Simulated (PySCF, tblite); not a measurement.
**C3H10FNSi: geometry, infrared bands and NMR shifts**

Aim: predict the infrared bands and NMR shifts of C3H10FNSi (`NCC[SiH2]CF`).

Computed with tblite 0.8.0 and PySCF 2.14.0, with density-fitted response routines of our own, on a single molecule in the gas phase. Atoms count from 0, in the outputs and in this text.

### Step 1. The molecule as given

16 atoms, charge 0, multiplicity 1; geometry from: force field or distance geometry start.

Bonds of the start (Å): N0–C1 1.45, C1–C2 1.50, C2–Si3 1.82, Si3–C4 1.89, C4–F5 1.38, N0–H6 1.06, N0–H7 1.05, C1–H8 1.11, C1–H9 1.10, C2–H10 1.12, C2–H11 1.11, Si3–H12 1.49, Si3–H13 1.47, C4–H14 1.11, C4–H15 1.11.

### Step 2. Geometry optimisation with GFN2-xTB

The job: settings as JSON, then the geometry in Å.

```
{"job": {"kind": "relax", "xc": "GFN2-xTB", "basis": "xTB"}, "charge": 0, "multiplicity": 1}
N     -1.910300    -0.653600     0.714700
C     -1.696700     0.270200    -0.388100
C     -0.276000     0.297500    -0.867700
Si     0.985700     0.799300     0.342900
C      2.282900    -0.575600     0.409900
F      3.551100    -0.068100     0.223000
H     -2.939800    -0.565700     0.953600
H     -1.798800    -1.628200     0.348900
H     -2.332200    -0.079100    -1.225200
H     -2.016900     1.267700    -0.040200
H     -0.230300     0.970900    -1.756200
H     -0.043500    -0.726600    -1.220800
H      0.449200     1.093500     1.700600
H      1.711400     2.017500    -0.047000
H      2.080300    -1.207000    -0.477100
H      2.176200    -1.203900     1.317300
```

Run with:

```console
> OMP_NUM_THREADS=1 python probes_run.py task.json out
```

One launch serves the whole session: the jobs run in the order shown.

**Question.** This job is followed by: GFN2-xTB harmonic vibrations, gas phase; GIAO PBE0/pcSseg-1 NMR shielding, non-relativistic, gas phase. Predict these results of the whole session: strongest single infrared mode (GFN2-xTB); zero-point energy (GFN2-xTB); ¹³C shifts against TMS (PBE0/pcSseg-1); ¹H shifts against TMS (PBE0/pcSseg-1, means over atoms taken as alike); ¹⁵N shifts against NH3 (PBE0/pcSseg-1); ²⁹Si shifts against TMS (PBE0/pcSseg-1); ¹⁹F shifts against CFCl3 (PBE0/pcSseg-1); surface potential, 1st and 99th percentile.

**Answer**, as computed:

| quantity | value |
| --- | --- |
| strongest single infrared mode (GFN2-xTB) | 2188 cm⁻¹, 339 km/mol |
| zero-point energy (GFN2-xTB) | 79.8 kcal/mol |
| ¹³C shifts against TMS (PBE0/pcSseg-1) | 82.3, 41.7, 17.5 ppm |
| ¹H shifts against TMS (PBE0/pcSseg-1, means over atoms taken as alike) | 4.98, 4.29, 2.94, 1.02, 0.64 ppm |
| ¹⁵N shifts against NH3 (PBE0/pcSseg-1) | 50.5 ppm |
| ²⁹Si shifts against TMS (PBE0/pcSseg-1) | -46.6 ppm |
| ¹⁹F shifts against CFCl3 (PBE0/pcSseg-1) | -290.4 ppm |
| surface potential, 1st and 99th percentile | -1.38 V and 1.63 V |

**Reading.** Over 167 steps the energy fell by 0.500 eV; of the close pairs, C2–Si3 changed most, 1.819 to 1.908 Å. No mode is imaginary among the 42: a minimum at this level. The strongest single mode, at 2188 cm⁻¹, moves mainly H13. Unscaled tight-binding wavenumbers are off by several per cent, some by more. Its intensities can rank the bands wrongly. The most deshielded hydrogen is H14, H15 (mean) (hydrogen on an sp3 CH2 bonded to F and Si), at 4.98 ppm: its carbon carries F, hence the downfield position. At PBE0/pcSseg-1: The widest tensor belongs to C4: span 126 ppm, with a paramagnetic part of -144 ppm.
